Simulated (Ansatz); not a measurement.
# F3HNV: the cost of one run

Computed with Ansatz 0.2.0, Gaussian basis. Level: the settings change from run to run.

### 1 The relaxed structure

The geometry comes from an earlier relaxation with PBE0-D4 in a triple-zeta def2 set; it is a stationary point.

SMILES `[NH]=[V]([F])([F])[F]`, 6 atoms, charge 0, spin multiplicity 1.

Atoms are counted from 1 here; the program's logs count them from 0.

Bond lengths: N1–V2 1.591 Å, N1–H6 1.012 Å, V2–F3 1.724 Å, V2–F4 1.724 Å, V2–F5 1.724 Å. Angles: V2–N1–H6 179.9°, N1–V2–F3 108.2°, N1–V2–F4 108.2°, N1–V2–F5 108.2°, F3–V2–F4 110.7°, F3–V2–F5 110.7°, F4–V2–F5 110.7°.

### 2 B2GP-PLYP/def2-TZVP

Set apart from the defaults: the search for lower states set to light.

Input file in.yaml:

```yaml
crystal:
  periodic: [false, false, false]
  atoms:
    - {symbol: N, position_ang: [-0.589906, 0.677759, 0.712229]}
    - {symbol: V, position_ang: [0.228095, -0.265779, -0.274022]}
    - {symbol: F, position_ang: [0.917536, -1.544881, 0.652886]}
    - {symbol: F, position_ang: [-0.864221, -0.887555, -1.453333]}
    - {symbol: F, position_ang: [1.460889, 0.677886, -1.022520]}
    - {symbol: H, position_ang: [-1.110494, 1.278570, 1.338659]}
basis:
  gaussian: {orbitals: def2-TZVP}
hamiltonian: {xc: {name: B2GP-PLYP}}
scf: {lower_state_search: light}
output: {forces: true}
```

On the command line:

```bash
$ ansatz run in.yaml --threads 4 --pin off --events-out ev --progress --plain --max-ram 10444MiB
```

**Question.** How long does this run take on 4 threads of Arm Neoverse V2, shared host, and how much memory does it need?

About 12 s, with a peak of 0.59 GiB.
